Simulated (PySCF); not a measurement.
# C6H5F: geometry, spin-spin couplings

What spin-spin couplings should C6H5F (`C#CC(=C)/C=C/F`) show?

Computed with PySCF 2.14.0, with density-fitted response routines of our own, on a single molecule in the gas phase. Atoms count from 0, in the outputs and in this text.

## 1. Starting geometry

12 atoms, charge 0, multiplicity 1; geometry from: GFN2-xTB. The atoms were then displaced at random by about 0.01 Å, so the start is not that level's minimum.

Bonds of the start (Å): C0–C1 1.17, C1–C2 1.41, C2–C3 1.33, C2–C4 1.47, C4–C5 1.32, C5–F6 1.35, C0–H7 1.07, C3–H8 1.11, C3–H9 1.06, C4–H10 1.09, C5–H11 1.07.

## 2. Geometry optimisation at PBE0-D3(BJ)/def2-SVP

What the job is given:

```
{"job": {"xc": "PBE0", "basis": "def2-SVP", "d3": "d3bj", "grid": 1, "shake": 0.01, "kind": "geom"}, "charge": 0, "multiplicity": 1}
C     -1.995490     0.683570    -1.182530
C     -1.205490     0.254700    -0.432800
C     -0.271390    -0.282460     0.471280
C     -0.627190    -0.919450     1.578230
C      1.157330    -0.115770     0.158670
C      1.594960     0.524740    -0.914810
F      2.919850     0.653580    -1.161760
H     -2.715170     1.105490    -1.853010
H     -1.707500    -1.038930     1.824480
H      0.040310    -1.338760     2.293290
H      1.858900    -0.527850     0.880960
H      0.990560     0.972880    -1.671020
```

Command:

```console
OMP_NUM_THREADS=1 python probes_run.py task.json out
```

The driver reads the jobs from task.json and runs them one after another.

Output:

```text
step   0  E = -330.74665040  max force = 0.064403
step   1  E = -330.75111760  max force = 0.014102
step   2  E = -330.75364850  max force = 0.011570
step   3  E = -330.75298194  max force = 0.014494
step   4  E = -330.75463447  max force = 0.003192
step   5  E = -330.75456938  max force = 0.003215
step   6  E = -330.75483611  max force = 0.001400
step   7  E = -330.75485154  max force = 0.000619
step   8  E = -330.75486538  max force = 0.000243
optimisation converged
```

Wall time 48 s (1 thread of Arm Neoverse V1, shared host); peak memory 0.51 GiB.

Step by step: (the energy doesn't fall at every step)

```tsv
step	energy from step 0 (eV)	largest force component (eV/Å)
0	0.0000	3.3117
1	-0.1216	0.7252
2	-0.1904	0.5950
3	-0.1723	0.7453
4	-0.2173	0.1641
5	-0.2155	0.1653
6	-0.2227	0.0720
7	-0.2232	0.0318
8	-0.2235	0.0125
```

Close pairs (by a distance rule), those that changed most:

```tsv
bond	before (Å)	after (Å)	change (Å)
C0–C1	1.171	1.213	+0.042
C5–F6	1.354	1.325	-0.029
C1–C2	1.407	1.435	+0.028
C3–H9	1.064	1.093	+0.028
C5–H11	1.067	1.094	+0.027
C2–C3	1.326	1.350	+0.024
C3–H8	1.114	1.091	-0.024
C4–C5	1.324	1.335	+0.010
```

The final coordinates are the input of the step that follows.

```tsv
at the end point	value
point group (found at 0.08 Å tolerance)	Cs
rotational constants (GHz, main isotopes)	4.361, 1.692, 1.219
dipole moment (D)	0.97
```

## 3. Indirect couplings: B3LYP/cc-pVTZ

What the job is given:

```
{"job": {"kind": "j", "xc": "B3LYP", "basis": "cc-pVTZ"}, "charge": 0, "multiplicity": 1}
C     -1.972985     0.424504    -1.410313
C     -1.187920     0.041905    -0.568502
C     -0.240484    -0.390675     0.418506
C     -0.621107    -1.230620     1.404385
C      1.131973     0.107752     0.324927
C      1.560408     0.936041    -0.630156
F      2.814350     1.362798    -0.673002
H     -2.680631     0.751112    -2.149886
H     -1.646828    -1.595746     1.472043
H      0.095709    -1.562045     2.159364
H      1.842512    -0.221243     1.087757
H      0.939254     1.326445    -1.441713
```

With the program's defaults for keys left out, this is: B3LYP/cc-pVTZ indirect spin-spin coupling, non-relativistic, gas phase.

Output:

```text
coarse grid: 10704 points
cycle   1  E = -331.4338121164  dE =  9.158e-01  |g| = 5.816e-01  |ddm| = 7.941e+00
cycle   2  E = -331.3883097504  dE =  4.550e-02  |g| = 7.678e-01  |ddm| = 2.459e+00
cycle   3  E = -331.4963624465  dE = -1.081e-01  |g| = 1.473e-01  |ddm| = 1.459e+00
cycle   4  E = -331.5012458708  dE = -4.883e-03  |g| = 5.896e-02  |ddm| = 3.075e-01
cycle   5  E = -331.5020413035  dE = -7.954e-04  |g| = 2.621e-02  |ddm| = 1.203e-01
cycle   6  E = -331.5021894577  dE = -1.482e-04  |g| = 7.704e-03  |ddm| = 4.363e-02
cycle   7  E = -331.5022011989  dE = -1.174e-05  |g| = 3.406e-03  |ddm| = 1.260e-02
cycle   8  E = -331.5022038859  dE = -2.687e-06  |g| = 4.252e-04  |ddm| = 4.814e-03
final grid: 105712 points
cycle   9  E = -331.4990127694  dE = -5.885e-05  |g| = 5.732e-03  |ddm| = 1.629e-01
cycle  10  E = -331.4990085285  dE =  4.241e-06  |g| = 7.701e-03  |ddm| = 2.167e-02
cycle  11  E = -331.4990189923  dE = -1.046e-05  |g| = 1.336e-03  |ddm| = 1.372e-02
cycle  12  E = -331.4990192954  dE = -3.030e-07  |g| = 2.788e-04  |ddm| = 2.968e-03
cycle  13  E = -331.4990193027  dE = -7.359e-09  |g| = 2.099e-04  |ddm| = 6.454e-04
cycle  14  E = -331.4990193138  dE = -1.110e-08  |g| = 4.783e-05  |ddm| = 3.388e-04
cycle  15  E = -331.4990193143  dE = -4.646e-10  |g| = 2.393e-05  |ddm| = 8.535e-05
converged SCF energy = -331.4990193143

Indirect spin-spin couplings (Hz)
  i      j    bonds     total        FC       PSO       DSO        SD
  0 C    1 C    1    281.818   273.578     8.148     0.092         -
  0 C    2 C    2     13.711    13.910    -0.079    -0.121         -
  0 C    3 C    3      1.355     2.036    -0.596    -0.085         -
  0 C    4 C    3      1.477     1.805    -0.263    -0.064         -
  0 C    5 C    4     -0.446    -0.452     0.006    -0.000         -
  0 C    6 F    5     -1.737     0.022     0.089    -0.189    -1.659
  0 C    7 H    1    258.814   259.416    -1.003     0.400         -
  0 C    8 H    4     -0.639    -0.429    -0.071    -0.140         -
  0 C    9 H    4      0.608     0.712     0.302    -0.406         -
  0 C   10 H    4      0.973     1.031     0.339    -0.397         -
  0 C   11 H    5      0.321     0.525    -0.408     0.205         -
  1 C    2 C    1     89.938    92.163    -2.488     0.264         -
  1 C    3 C    2      1.387     1.173     0.233    -0.019         -
  1 C    4 C    2      1.198     1.087     0.087     0.024         -
  1 C    5 C    3      0.750     0.767    -0.084     0.067         -
  1 C    7 H    2     52.952    48.671     5.403    -1.121         -
  1 C    8 H    3      8.132     8.028    -0.003     0.107         -
  1 C    9 H    3     14.492    14.562     0.382    -0.453         -
  1 C   10 H    3      8.850     8.884     0.374    -0.408         -
  1 C   11 H    4     -0.440    -0.601    -0.260     0.421         -
  2 C    3 C    1     77.295    85.918    -8.808     0.186         -
  2 C    4 C    1     55.490    57.861    -2.639     0.268         -
  2 C    5 C    2      7.783     7.714     0.050     0.018         -
  2 C    6 F    3      4.968     9.152    -0.028    -0.287    -3.869
  2 C    7 H    3      3.373     3.480     0.324    -0.431         -
  2 C    8 H    2     -1.110     0.464    -1.187    -0.387         -
  2 C    9 H    2     -0.004     1.659    -1.296    -0.367         -
  2 C   10 H    2      3.114     3.631    -0.359    -0.158         -
  2 C   11 H    3      3.995     4.050    -0.117     0.062         -
  3 C    4 C    2      3.976     4.014    -0.017    -0.021         -
  3 C    5 C    3      4.653     4.101     0.626    -0.073         -
  3 C    6 F    4     16.092     1.596     3.205    -0.250    11.541
  3 C    7 H    4     -2.451    -2.117    -0.021    -0.312         -
  3 C    8 H    1    158.120   157.017     0.552     0.551         -
  3 C    9 H    1    153.675   152.503     0.608     0.564         -
  3 C   10 H    3      5.258     5.524    -0.273     0.008         -
  3 C   11 H    4     -0.953    -0.904     0.259    -0.308         -
  4 C    5 C    1    101.435   109.603    -8.410     0.242         -
  4 C    6 F    2     10.597    19.152   -21.026    -0.253    12.723
  4 C    7 H    4     -1.476    -1.293     0.093    -0.276         -
  4 C    8 H    3     12.134    12.283     0.296    -0.445         -
  4 C    9 H    3      8.083     8.169    -0.179     0.093         -
  4 C   10 H    1    149.373   147.723     0.698     0.951         -
  4 C   11 H    2     11.288    12.513    -0.814    -0.411         -
  5 C    6 F    1   -343.297  -318.519   -18.832     0.678    -6.624
  5 C    8 H    4      1.593     1.552     0.342    -0.302         -
  5 C    9 H    4     -0.356    -0.455     0.324    -0.225         -
  5 C   10 H    2     -5.218    -3.637    -1.271    -0.309         -
  5 C   11 H    1    187.962   187.078    -0.172     1.055         -
  6 F    7 H    6      0.198     0.384     0.429    -0.706     0.092
  6 F    8 H    5      0.243    -0.043     1.289    -1.042     0.039
  6 F    9 H    5     -0.924    -1.594     1.089    -0.624     0.205
  6 F   10 H    3     14.601    19.471    -3.881    -0.219    -0.770
  6 F   11 H    2     74.996    74.822     4.036    -1.773    -2.089
  7 H    8 H    5      0.704     0.915     0.542    -0.752         -
  7 H    9 H    5      0.466     0.733     1.032    -1.300         -
  7 H   10 H    5     -0.181     0.060     1.068    -1.309         -
  7 H   11 H    6     -0.290    -0.230    -0.103     0.042         -
  8 H    9 H    2      2.186     2.373     3.281    -3.468         -
  8 H   10 H    4     -0.687    -0.346     1.268    -1.609         -
  8 H   11 H    5      0.858     1.017     0.884    -1.043         -
  9 H   10 H    4     -0.384    -0.624    -1.296     1.535         -
  9 H   11 H    5      0.812     1.003     1.040    -1.231         -
 10 H   11 H    3      9.633    10.531     2.219    -3.117         -
```

It took 43 s on 1 thread of Arm Neoverse V1, shared host; peak memory 1 GiB.

This basis has no tight s functions, so the Fermi-contact terms are rough.

A choice of the couplings up to four bonds, sorted by the number of bonds; isotopes 13C, 19F, 1H:

```tsv
pair	bonds	J (Hz)	Fermi contact (Hz)	dihedral (°)
C5–F6	1	-343.3	-318.5	–
C0–C1	1	281.8	273.6	–
C0–H7	1	258.8	259.4	–
C5–H11	1	188.0	187.1	–
C3–H8	1	158.1	157.0	–
C3–H9	1	153.7	152.5	–
C4–H10	1	149.4	147.7	–
C4–C5	1	101.4	109.6	–
C1–C2	1	89.9	92.2	–
F6–H11	2	75.0	74.8	–
C1–H7	2	53.0	48.7	–
C0–C2	2	13.7	13.9	–
C4–H11	2	11.3	12.5	–
C4–F6	2	10.6	19.2	–
C2–C5	2	7.8	7.7	–
C5–H10	2	-5.2	-3.6	–
C3–C4	2	4.0	4.0	–
C2–H10	2	3.1	3.6	–
F6–H10	3	14.6	19.5	0
C1–H9	3	14.5	14.6	-180
C4–H8	3	12.1	12.3	180
H10–H11	3	9.6	10.5	180
C1–H10	3	8.8	8.9	179
C1–H8	3	8.1	8.0	0
C4–H9	3	8.1	8.2	0
C3–H10	3	5.3	5.5	0
C2–F6	3	5.0	9.2	180
C3–F6	4	16.1	1.6	–
C3–H7	4	-2.5	-2.1	–
C5–H8	4	1.6	1.6	–
C4–H7	4	-1.5	-1.3	–
```

The spin-dipole term was solved for some atoms only; pairs without it lack that part.

## 4. Indirect couplings: B3LYP/6-31G*

Settings changed since step 3:

```diff
@@ -1,2 +1,2 @@
-{"job": {"kind": "j", "xc": "B3LYP", "basis": "cc-pVTZ"}, "charge": 0, "multiplicity": 1}
+{"job": {"kind": "j", "xc": "B3LYP", "basis": "6-31G*"}, "charge": 0, "multiplicity": 1}
 C     -1.972985     0.424504    -1.410313
```

With the program's defaults for keys left out, this is: B3LYP/6-31G* indirect spin-spin coupling, non-relativistic, gas phase.

Output:

```text
coarse grid: 10704 points
cycle   1  E = -331.3325825397  dE =  9.383e-01  |g| = 5.715e-01  |ddm| = 3.834e+00
cycle   2  E = -331.2942103089  dE =  3.837e-02  |g| = 7.341e-01  |ddm| = 1.196e+00
cycle   3  E = -331.3974017895  dE = -1.032e-01  |g| = 1.432e-01  |ddm| = 7.081e-01
cycle   4  E = -331.4025957451  dE = -5.194e-03  |g| = 4.864e-02  |ddm| = 1.897e-01
cycle   5  E = -331.4031618685  dE = -5.661e-04  |g| = 2.131e-02  |ddm| = 6.282e-02
cycle   6  E = -331.4032637187  dE = -1.019e-04  |g| = 7.507e-03  |ddm| = 2.264e-02
cycle   7  E = -331.4032765420  dE = -1.282e-05  |g| = 2.379e-03  |ddm| = 7.937e-03
cycle   8  E = -331.4032779201  dE = -1.378e-06  |g| = 3.847e-04  |ddm| = 2.179e-03
final grid: 105712 points
cycle   9  E = -331.3590265385  dE = -1.518e-05  |g| = 4.831e-03  |ddm| = 3.031e-02
cycle  10  E = -331.3590241547  dE =  2.384e-06  |g| = 6.268e-03  |ddm| = 1.021e-02
cycle  11  E = -331.3590321315  dE = -7.977e-06  |g| = 1.183e-03  |ddm| = 6.221e-03
cycle  12  E = -331.3590324067  dE = -2.752e-07  |g| = 2.948e-04  |ddm| = 1.268e-03
cycle  13  E = -331.3590324253  dE = -1.863e-08  |g| = 1.268e-04  |ddm| = 3.403e-04
cycle  14  E = -331.3590324293  dE = -3.964e-09  |g| = 3.897e-05  |ddm| = 1.336e-04
cycle  15  E = -331.3590324297  dE = -3.670e-10  |g| = 9.149e-06  |ddm| = 4.167e-05
converged SCF energy = -331.3590324297

Indirect spin-spin couplings (Hz)
  i      j    bonds     total        FC       PSO       DSO        SD
  0 C    1 C    1    185.170   179.740     5.332     0.098         -
  0 C    2 C    2      6.571     6.798    -0.106    -0.120         -
  0 C    3 C    3      7.574     8.228    -0.569    -0.086         -
  0 C    4 C    3      3.441     3.716    -0.210    -0.064         -
  0 C    5 C    4     -0.889    -0.898     0.010    -0.001         -
  0 C    6 F    5     -3.034    -1.312     0.088    -0.184    -1.627
  0 C    7 H    1    239.175   240.070    -1.418     0.523         -
  0 C    8 H    4     -2.167    -1.915    -0.112    -0.140         -
  0 C    9 H    4     -0.414    -0.208     0.198    -0.404         -
  0 C   10 H    4      0.961     1.097     0.259    -0.395         -
  0 C   11 H    5      0.713     0.800    -0.286     0.199         -
  1 C    2 C    1     97.878    99.708    -2.104     0.274         -
  1 C    3 C    2     -5.584    -5.753     0.187    -0.017         -
  1 C    4 C    2      0.413     0.292     0.095     0.026         -
  1 C    5 C    3      3.055     3.035    -0.047     0.067         -
  1 C    6 F    4      1.256     1.078    -0.367    -0.174     0.719
  1 C    7 H    2     35.396    32.737     3.765    -1.105         -
  1 C    8 H    3      8.013     7.900    -0.002     0.115         -
  1 C    9 H    3     12.522    12.695     0.270    -0.444         -
  1 C   10 H    3      7.144     7.257     0.286    -0.399         -
  1 C   11 H    4     -0.574    -0.843    -0.151     0.420         -
  2 C    3 C    1     87.079    94.707    -7.815     0.187         -
  2 C    4 C    1     78.789    80.756    -2.240     0.272         -
  2 C    5 C    2      2.317     2.262     0.036     0.018         -
  2 C    6 F    3      0.509     4.759    -0.201    -0.275    -3.774
  2 C    7 H    3      5.703     5.952     0.176    -0.425         -
  2 C    8 H    2     -4.750    -3.182    -1.193    -0.374         -
  2 C    9 H    2     -4.524    -2.880    -1.289    -0.355         -
  2 C   10 H    2      0.652     1.127    -0.330    -0.145         -
  2 C   11 H    3      3.965     4.029    -0.134     0.070         -
  3 C    4 C    2     -3.577    -3.529    -0.028    -0.021         -
  3 C    5 C    3     10.969    10.530     0.513    -0.074         -
  3 C    6 F    4     22.341     9.057     2.874    -0.245    10.655
  3 C    7 H    4     -4.541    -4.163    -0.069    -0.310         -
  3 C    8 H    1    175.535   174.811     0.085     0.638         -
  3 C    9 H    1    174.035   173.264     0.121     0.650         -
  3 C   10 H    3      4.947     5.184    -0.249     0.012         -
  3 C   11 H    4     -3.397    -3.294     0.203    -0.307         -
  4 C    5 C    1    106.040   113.395    -7.598     0.243         -
  4 C    6 F    2     28.933    36.982   -19.478    -0.228    11.656
  4 C    7 H    4     -1.931    -1.708     0.049    -0.273         -
  4 C    8 H    3     11.273    11.497     0.214    -0.438         -
  4 C    9 H    3      7.846     7.931    -0.186     0.101         -
  4 C   10 H    1    164.942   163.604     0.302     1.037         -
  4 C   11 H    2      9.276    10.509    -0.836    -0.398         -
  5 C    6 F    1   -246.708  -225.478   -14.709     0.806    -7.328
  5 C    7 H    5      0.406     0.475     0.031    -0.100         -
  5 C    8 H    4     -0.744    -0.717     0.273    -0.300         -
  5 C    9 H    4     -2.549    -2.576     0.251    -0.225         -
  5 C   10 H    2     -7.786    -6.277    -1.212    -0.297         -
  5 C   11 H    1    200.586   199.911    -0.462     1.137         -
  6 F    7 H    6      0.573     0.843     0.269    -0.683     0.145
  6 F    8 H    5     -2.566    -2.332     1.035    -1.019    -0.251
  6 F    9 H    5     -3.574    -3.754     0.827    -0.603    -0.045
  6 F   10 H    3      6.111    11.280    -4.112    -0.154    -0.904
  6 F   11 H    2     70.605    71.682     2.034    -1.578    -1.533
  7 H    8 H    5      0.782     1.250     0.271    -0.739         -
  7 H    9 H    5      0.378     1.003     0.658    -1.284         -
  7 H   10 H    5     -0.509     0.071     0.712    -1.292         -
  7 H   11 H    6     -0.383    -0.300    -0.125     0.043         -
  8 H    9 H    2     -1.116     0.204     2.011    -3.330         -
  8 H   10 H    4     -1.261    -0.528     0.846    -1.580         -
  8 H   11 H    5      0.976     1.398     0.609    -1.031         -
  9 H   10 H    4     -0.271    -0.808    -1.009     1.545         -
  9 H   11 H    5      0.887     1.395     0.707    -1.215         -
 10 H   11 H    3      9.951    11.590     1.424    -3.063         -
```

Wall time 11 s (1 thread of Arm Neoverse V1, shared host); peak memory 0.6 GiB.

This basis has no tight s functions, so the Fermi-contact terms are rough.

This run: J(C5,F6) -246.7 Hz, J(C0,H7) 239.2 Hz, J(C5,H11) 200.6 Hz.

## 5. Side by side: spin-spin couplings

Couplings (Hz), with basis size and wall time:

```tsv
run	C5–F6	C0–C1	C0–H7	C5–H11	C3–H8	C3–H9	C4–H10	functions	time
B3LYP/cc-pVTZ	-343.3	281.8	258.8	188.0	158.1	153.7	149.4	280	43 s
B3LYP/6-31G*	-246.7	185.2	239.2	200.6	175.5	174.0	164.9	108	11 s
```

## 6. Outcome

| quantity | value |
| --- | --- |
| point group | Cs |
| rotational constants (main isotopes) | 4.36, 1.69, 1.22 GHz |
| largest coupling of the table (B3LYP/cc-pVTZ) | ¹J(C,F) C5–F6, -343.3 Hz |
| range of J(C5,F6), mean over like pairs | -343.3 to -246.7 Hz |

The optimisation took 8 steps and gained 0.224 eV; among the close pairs (by a distance rule), C0–C1 changed most, from 1.171 to 1.213 Å. No frequency check was run at this level, so the end point may be a saddle. Of the pairs tabulated at B3LYP/cc-pVTZ, C5–F6 couples most strongly (-343.3 Hz; Fermi contact -318.5 Hz). Couplings across rotatable bonds belong to this one conformer; where others are populated, the observed values are averages. The coupling C5–F6, as a mean over pairs of its kind, runs from -343.3 Hz (B3LYP/cc-pVTZ) to -246.7 Hz (B3LYP/6-31G*). Couplings from bases without tight functions are rough.
